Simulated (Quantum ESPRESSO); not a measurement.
Te2Mo: dielectric tensor and Born charges under several settings

```
CELL_PARAMETERS angstrom
3.51820 0.00000 0.00000
-1.75910 3.04685 0.00000
0.00000 0.00000 13.97360
ATOMIC_POSITIONS crystal
Mo 0.33333 0.66667 0.25000
Mo 0.66667 0.33333 0.75000
Te 0.33333 0.66667 0.62100
Te 0.66667 0.33333 0.12100
Te 0.33333 0.66667 0.87900
Te 0.66667 0.33333 0.37900
```

All runs used Quantum ESPRESSO 7.5; k mesh 12 × 12 × 3; given cell; no spin polarisation; cutoff 1088 eV; occupations smeared at first, fixed for the response.

```csv
level,potentials,pressure (GPa),ε∞ (diagonal),Born charge of atom 1 (e)
LDA,PseudoDojo 0.4.1 SR LDA standard,-2.6,"19.98, 19.98, 11.00",-2.70
PBE,PseudoDojo 0.4.1 SR PBE standard,?,?,?
```

**Question.** What stands in the row left open?

**Answer.** Pressure 3.4 GPa; ε∞ 19.98, 19.98, 10.84; Born charge of atom 1 -2.72 e.

Caveats: on a mesh that holds Γ this program's dielectric tensor can be off by some percent beyond the error of the mesh; the cell is more than 3 GPa from zero pressure, which shifts response properties (some runs); this functional lacks dispersion, which binds the layers, so the pressure and a relaxed spacing across them are unreliable (some runs).

For the row left open. Caveat: the cell is more than 3 GPa from zero pressure, which shifts response properties; on a mesh that holds Γ this program's dielectric tensor can be off by some percent beyond the error of the mesh; this functional lacks dispersion, which binds the layers, so the pressure and a relaxed spacing across them are unreliable.
